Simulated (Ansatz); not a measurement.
# 2 structures of VH: a ranking of polymorphs by energy

With Ansatz's Python interface.

Contents of `vh_p6_3_mmc.vasp`:
```text
VH
1.0
   2.73558010    0.00000000    0.00000000
  -1.36779005    2.36908186    0.00000000
   0.00000000    0.00000000    4.93596800
V H
2 2
Direct
   0.00000000    0.00000000    0.00000000
   0.00000000    0.00000000    0.50000000
   0.66666667    0.33333333    0.75000000
   0.33333333    0.66666667    0.25000000
```

Contents of `vh_fm_3m.cif`:
```cif
data_VH
_cell_length_a 2.777167
_cell_length_b 2.777167
_cell_length_c 2.777167
_cell_angle_alpha 60.00000
_cell_angle_beta 60.00000
_cell_angle_gamma 60.00000
_symmetry_space_group_name_H-M 'P 1'
_symmetry_Int_Tables_number 1
loop_
_symmetry_equiv_pos_as_xyz
'x, y, z'
loop_
_atom_site_label
_atom_site_type_symbol
_atom_site_fract_x
_atom_site_fract_y
_atom_site_fract_z
V1 V    0.000000    0.000000    0.000000
H2 H    0.500000    0.500000    0.500000
```

The cells in order, each with its output:

**Cell 1**
```python
import warnings

import ansatz as az
from ase.io import read
import numpy as np
import spglib
```

**Cell 2**
```python
def ground_state(name, crystal):
    calc = (
        crystal.calculation()
        .functional(az.Functional.LDA)
        .basis(520)
        .kpoints(spacing=0.15)  # sampling of the Brillouin zone
        .occupations('fermi_dirac', width=0.1)
        .spin('collinear')
        .stress()  # GPa
        .band_table()
    )
    return calc.run()


def space_group(outcome):
    sites = outcome.report['lattice']['sites']
    kinds = sorted({site['symbol'] for site in sites})
    cell = (outcome.lattice.cell_ang, [site['position_frac'] for site in sites], [kinds.index(site['symbol']) for site in sites])
    return spglib.get_spacegroup(cell, symprec=0.01)
```

**Cell 3**
```python
def pressure_gpa(outcome):
    return float(np.trace(outcome.report['stress_gpa']) / 3)
```

**Cell 4**
```python
warnings.simplefilter('ignore')
```

**Cell 5**
```python
phases = {}
atoms = read('vh_p6_3_mmc.vasp', format='vasp')
p6_3_mmc = az.Crystal.from_ase(atoms).moments(V=1.5)
phases['P6_3/mmc'] = p6_3_mmc
atoms = read('vh_fm_3m.cif')
fm_3m = az.Crystal.from_ase(atoms).moments(V=1.5)
phases['Fm-3m'] = fm_3m
```

**Cell 6**
```python
done = {name: ground_state(name, crystal) for name, crystal in phases.items()}
```

**Cell 7**
```python
energy = {name: o.report['energy_sigma0_ev'] / len(o.lattice.sites) for name, o in done.items()}
lowest = min(energy.values())
rows = [(name, len(o.lattice.sites), 1000 * (energy[name] - lowest), space_group(o), pressure_gpa(o), abs(o.report['magnetization_mub']) / len(o.lattice.sites)) for name, o in done.items()]
rows.sort(key=lambda row: row[2])
print('     phase       atoms  dE (meV/atom)  space group     P (GPa)  M (muB/atom)')
for row in rows:
    print(f'{str(row[0]):>10}  {row[1]:10d}  {row[2]:13.1f}  {str(row[3]):>11}  {row[4]:10.2f}  {row[5]:12.2f}')
print('order:', ' < '.join(row[0] for row in rows))
```
Output:
```text
     phase       atoms  dE (meV/atom)  space group     P (GPa)  M (muB/atom)
     Fm-3m           2            0.0  Fm-3m (225)       -9.24          0.00
  P6_3/mmc           4          277.1  P6_3/mmc (194)      -11.51          0.00
order: Fm-3m < P6_3/mmc
```

By space group at the end of each run: Fm-3m (+0 meV an atom, 7.6 Å³) and P6_3/mmc (+277 meV an atom, 8.0 Å³).

The SCF didn't keep the moments it started from (some shrank, vanished or turned); what is printed is the state reached. Pressure is positive in compression. The cells come from databases of deposited and of computed structures, and not all need be stable phases. The ranking holds among these structures alone, at zero temperature; the ground state may be another structure. Magnetic phases start from parallel moments and may not end in their lowest magnetic state. Differences under 10 to 15 meV an atom lie within the error of mesh and functional. The script silences warnings, which a real study should read. Finished in 14 s on 1 thread of Intel(R) Xeon(R) 6975P-C (Granite Rapids), with other jobs on the host, peak memory 0.68 GiB.
